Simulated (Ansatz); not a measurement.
# HfW12C12Cl4: the cost of one run

Program: Ansatz 0.2.0. Level of theory: DFT PBE, plane waves, PAW, scalar-relativistic, no spin polarisation. These are calculated values, not measurements.

The COD cell was measured well above room temperature, so it is larger than a cold one.

**1. The system as given**

The cell holds 29 atoms (C12Cl4HfW12): a = 5.800 Å, b = 5.800 Å, c = 20.094 Å, α = 90.00°, β = 90.00°, γ = 120.00°.

Its coordinates follow in the input file.

**2. Preparing the start**

input.yaml

```yaml
crystal:
  lattice:
    - [5.79968, 0.0, 0.0]
    - [-2.89984, 5.02267, 0.0]
    - [0.0, 0.0, 20.093825]
  atoms:
    - { symbol: W, position: [0.0, 0.0, 0.0497665] }
    - { symbol: C, position: [0.3333333, 0.1666667, 0.1203735] }
    - { symbol: W, position: [0.0, 0.0, 0.1909806] }
    - { symbol: C, position: [0.3333333, 0.1666667, 0.2615876] }
    - { symbol: W, position: [0.0, 0.0, 0.3321946] }
    - { symbol: C, position: [0.3333333, 0.1666667, 0.4028016] }
    - { symbol: W, position: [0.0, 0.5, 0.0497665] }
    - { symbol: C, position: [0.3333333, 0.6666667, 0.1203735] }
    - { symbol: W, position: [0.0, 0.5, 0.1909806] }
    - { symbol: C, position: [0.3333333, 0.6666667, 0.2615876] }
    - { symbol: W, position: [0.0, 0.5, 0.3321946] }
    - { symbol: C, position: [0.3333333, 0.6666667, 0.4028016] }
    - { symbol: W, position: [0.5, 0.0, 0.0497665] }
    - { symbol: C, position: [0.8333333, 0.1666667, 0.1203735] }
    - { symbol: W, position: [0.5, 0.0, 0.1909806] }
    - { symbol: C, position: [0.8333333, 0.1666667, 0.2615876] }
    - { symbol: W, position: [0.5, 0.0, 0.3321946] }
    - { symbol: C, position: [0.8333333, 0.1666667, 0.4028016] }
    - { symbol: W, position: [0.5, 0.5, 0.0497665] }
    - { symbol: C, position: [0.8333333, 0.6666667, 0.1203735] }
    - { symbol: W, position: [0.5, 0.5, 0.1909806] }
    - { symbol: C, position: [0.8333333, 0.6666667, 0.2615876] }
    - { symbol: W, position: [0.5, 0.5, 0.3321946] }
    - { symbol: C, position: [0.8333333, 0.6666667, 0.4028016] }
    - { symbol: Hf, position: [0.6137995, 0.4366345, 0.5710125] }
    - { symbol: Cl, position: [0.7040657, 0.1127357, 0.5325649] }
    - { symbol: Cl, position: [0.9374471, 0.8504233, 0.5325649] }
    - { symbol: Cl, position: [0.1999815, 0.346401, 0.5325649] }
    - { symbol: Cl, position: [0.6137995, 0.4366345, 0.6864708] }
basis:
  ecutwfc: 420.0
kpoints:
  mp_grid: { grid: [2, 2, 1] }
hamiltonian:
  xc: pbe
  pseudopotentials: { kind: paw, azcp: { folder: soft_1 } }
scf:
  occupations: { method: fermi_dirac, width: 0.15 }
  lower_state_search: "off"
relax:
  f_tol: 0.08
  max_steps: 25
  adjacent_minimum: "off"
  constraints: [{ sites: [0, 1, 6, 7, 12, 13, 18, 19] }]
output:
  write_density: true
  write_potential: true
  elf: true
  volumetric_format: npy
```

Started as:

```sh
ansatz run input.yaml --threads 2 --pin off --max-ram 5120MiB --backend cpu --events-out ev --progress --plain --runs-dir out
```

**Question.** How long does this run take on 2 threads of Arm Neoverse V2, shared host, and how much memory does it need?

About 5.5 min, with a peak of 1.4 GiB.
